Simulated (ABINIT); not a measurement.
Crystal: BPd4.

```
CELL_PARAMETERS angstrom
2.89203 0.00000 0.00000
0.00000 4.36501 0.00000
0.00000 0.00000 5.85632
ATOMIC_POSITIONS crystal
Pd 0.50000 0.00000 0.19758
Pd 0.00000 0.00000 0.61947
Pd 0.00000 0.50000 0.32916
Pd 0.50000 0.50000 0.86756
B 0.50000 0.00000 0.86323
```

The cell comes from a database or a generator and needn't be the stable form of this composition.

```yaml
Program: ABINIT 10.8.3 (patched build)
Task: single point
Functional: PBE
Potentials_or_basis: JTH PAW PBE v2.0
Cutoff: 599 eV
k_mesh: 9 × 6 × 5
Occupations: fermi-dirac, width 0.05 eV
Spin: no spin polarisation
```

On this cell: pressure -1.3 GPa; largest force 0.241 eV/Å; band gap on the k mesh none (metal or under the smearing width).

The same run follows on a disturbed copy (atoms moved at random, drawn with an rms of 0.05 Å):

```
CELL_PARAMETERS angstrom
2.89203 0.00000 0.00000
0.00000 4.36501 0.00000
0.00000 0.00000 5.85632
ATOMIC_POSITIONS crystal
Pd 0.49979 0.99867 0.19797
Pd 0.00724 0.98371 0.60567
Pd 0.00089 0.51860 0.32294
Pd 0.50202 0.50343 0.86453
B 0.49726 0.99461 0.86533
```

Task: What does the disturbed cell give?

Result: The energy (extrapolated to zero smearing) moves by +27.5 meV/atom; pressure -1.3 GPa; largest force 1.412 eV/Å; band gap on the k mesh none (metal or under the smearing width).

Forces in eV/Å, atoms in the order of the input:
```
Pd   0.034  0.773 -0.466
Pd  -0.109  0.680  1.233
Pd  -0.022 -1.244 -0.120
Pd   0.016 -0.351  0.052
B    0.080  0.141 -0.698
```

Stress tensor (GPa, compression positive):
```
-2.98  0.02  0.30
 0.02  0.56  0.38
 0.30  0.38 -1.40
```

Caveats: the atomic spheres overlap.
